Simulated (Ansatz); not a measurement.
# HfTi3N4: the cost of one run

Program: Ansatz 0.2.0. Level of theory: DFT PBE, scalar-relativistic, plane waves, PAW. These are calculated values, not measurements.

**1. Starting point**

Symmetry: P4/mmm, No. 123, tetragonal system. Conventional cell: a = 3.074 Å, b = 3.074 Å, c = 8.676 Å, α = 90.00°, β = 90.00°, γ = 90.00°. Hf (site symmetry 4/mmm) is surrounded by 6 N at 2.17 to 2.22 Å. Around Ti (site symmetry 4mm) lie 6 N at 2.05 to 2.29 Å. Ti (site symmetry 4/mmm) has 6 N at 2.12 to 2.17 Å as nearest neighbours. N (site symmetry 4mm) is surrounded by 5 Ti at 2.12 to 2.17 Å and 1 Hf at 2.22 Å. Around N (site symmetry 4/mmm) lie 6 Ti at 2.05 to 2.17 Å. Around N (site symmetry 4/mmm) lie 4 Hf at 2.17 Å and 2 Ti at 2.29 Å.

As a file:

```cif
data_structure
_symmetry_space_group_name_H-M 'P 1'
_symmetry_Int_Tables_number 1
_cell_length_a 3.0738
_cell_length_b 3.0738
_cell_length_c 8.6757
_cell_angle_alpha 90.000
_cell_angle_beta 90.000
_cell_angle_gamma 90.000
_cell_volume 81.97
loop_
_atom_site_label
_atom_site_type_symbol
_atom_site_fract_x
_atom_site_fract_y
_atom_site_fract_z
_atom_site_occupancy
Hf1 Hf 0.00000 0.00000 0.00000 1
Ti1 Ti 0.50000 0.50000 0.26374 1
Ti2 Ti 0.00000 0.00000 0.50000 1
Ti3 Ti 0.50000 0.50000 0.73626 1
N1 N 0.00000 0.00000 0.25579 1
N2 N 0.50000 0.50000 0.50000 1
N3 N 0.00000 0.00000 0.74421 1
N4 N 0.50000 0.50000 0.00000 1
```

It is the end of an earlier relaxation with the same method, from a generated guess; it is a trial structure. At a tolerance of 0.05 Å it has space group P4/mmm (No. 123); it has 10.25 Å³/atom, an uncorrected energy of -1.68 eV/atom over the elements.

**2. Static run: bands, density of states and charges**

The input, input.yaml:

```yaml
crystal:
  lattice:
    - [3.0737782918, 0.0, 0.0]
    - [0.0, 3.0737782918, 0.0]
    - [0.0, 0.0, 8.6756982119]
  atoms:
    - { symbol: Hf, position: [0.0, 0.0, 0.0] }
    - { symbol: Ti, position: [0.5, 0.5, 0.2637363008] }
    - { symbol: Ti, position: [0.0, 0.0, 0.5] }
    - { symbol: Ti, position: [0.5, 0.5, 0.7362636992] }
    - { symbol: "N", position: [0.0, 0.0, 0.2557942003] }
    - { symbol: "N", position: [0.5, 0.5, 0.5] }
    - { symbol: "N", position: [0.0, 0.0, 0.7442057997] }
    - { symbol: "N", position: [0.5, 0.5, 0.0] }
basis:
  ecutwfc: 420
kpoints:
  mp_grid: { grid: [12, 12, 6] }
  band_path:
    path:
      - [[0.0, 0.0, 0.0], [0.0, 0.5, 0.0], [0.5, 0.5, 0.0], [0.0, 0.0, 0.0], [0.0, 0.0, 0.5], [0.0, 0.5, 0.5], [0.5, 0.5, 0.5], [0.0, 0.0, 0.5]]
      - [[0.0, 0.5, 0.0], [0.0, 0.5, 0.5]]
      - [[0.5, 0.5, 0.0], [0.5, 0.5, 0.5]]
    npoints: 14
hamiltonian:
  xc: pbe
scf:
  occupations: { method: gaussian, width: 0.1 }
  n_extra_bands: 20
output:
  forces: true
  stress: true
  eigenvalues: true
  populations: true
  dos: { projected: true, de: 0.02, nscf_kmesh: { grid: [15, 15, 8] } }
  bader: true
  write_density: true
  write_potential: true
  elf: true
  volumetric_format: npy
```

Launch:

```
ansatz run input.yaml --threads 1 --pin off --max-ram 2560MiB --backend cpu --events-out ev --progress --plain --runs-dir out
```

**Question.** How long does this run take on 1 thread of Arm Neoverse V1, shared host, and how much memory does it need?

About 3.1 min, with a peak of 0.82 GiB.
